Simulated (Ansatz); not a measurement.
**Mg (Mg (0001), 1 layers): a single-point run**

Wanted: a converged single-point run for Mg (Mg (0001), 1 layers), and a check of what comes out.

Method: DFT, LDA, norm-conserving pseudopotentials, Ansatz's default files, scalar-relativistic, in Ansatz 0.2.0.

## (1) The system as given

Symmetry: P6/mmm, No. 191, hexagonal system. Conventional cell: a = 3.137 Å, b = 3.137 Å, c = 16.000 Å, α = 90.00°, β = 90.00°, γ = 120.00°. Mg (site symmetry 6/mmm) is surrounded by 6 Mg at 3.14 Å.

As a file:

```cif
data_structure
_symmetry_space_group_name_H-M 'P6/mmm'
_symmetry_Int_Tables_number 191
_cell_length_a 3.1367
_cell_length_b 3.1367
_cell_length_c 16.0000
_cell_angle_alpha 90.000
_cell_angle_beta 90.000
_cell_angle_gamma 120.000
_cell_volume 136.33
loop_
_atom_site_label
_atom_site_type_symbol
_atom_site_symmetry_multiplicity
_atom_site_Wyckoff_symbol
_atom_site_fract_x
_atom_site_fract_y
_atom_site_fract_z
_atom_site_occupancy
Mg1 Mg 1 b 0.00000 0.00000 0.50000 1
```

## (2) Input and run

input.yaml reads:

```yaml
crystal:
  lattice:
    - [3.1367078615, 0.0, 0.0]
    - [-1.5683539307, 2.7164686923, 0.0]
    - [0.0, 0.0, 16.0]
  atoms:
    - { symbol: Mg, position: [0.0, 0.0, 0.5] }
kpoints:
  mp_grid: { grid: [13, 13, 1] }
scf:
  occupations: { method: fermi_dirac, width: 0.1 }
  convergence: { dr2_threshold: 1.0e-20 }
  max_iter: 100
hamiltonian:
  xc: lda
  pseudopotentials: { kind: nc }
output:
  forces: true
  stress: true
  eigenvalues: true
efield:
  axis: 3
  amplitude: 0
  dipole_correction: true
```

Started as:

```console
$ ansatz run input.yaml --threads 2 --pin off --max-ram 4096MiB --backend cpu --events-out ev --progress --plain --runs-dir out
```

**Question.** How will this run end, and is anything wrong with its input?

The program finished normally. Convergence says nothing about whether the input makes sense.

Look at the input: scf.convergence.dr2_threshold is 1.0e-20. What could go wrong: threshold needlessly tight. Once met, so tight a threshold does no harm; it costs cycles.

Run again and compare: delete scf.convergence.dr2_threshold (the default then holds).
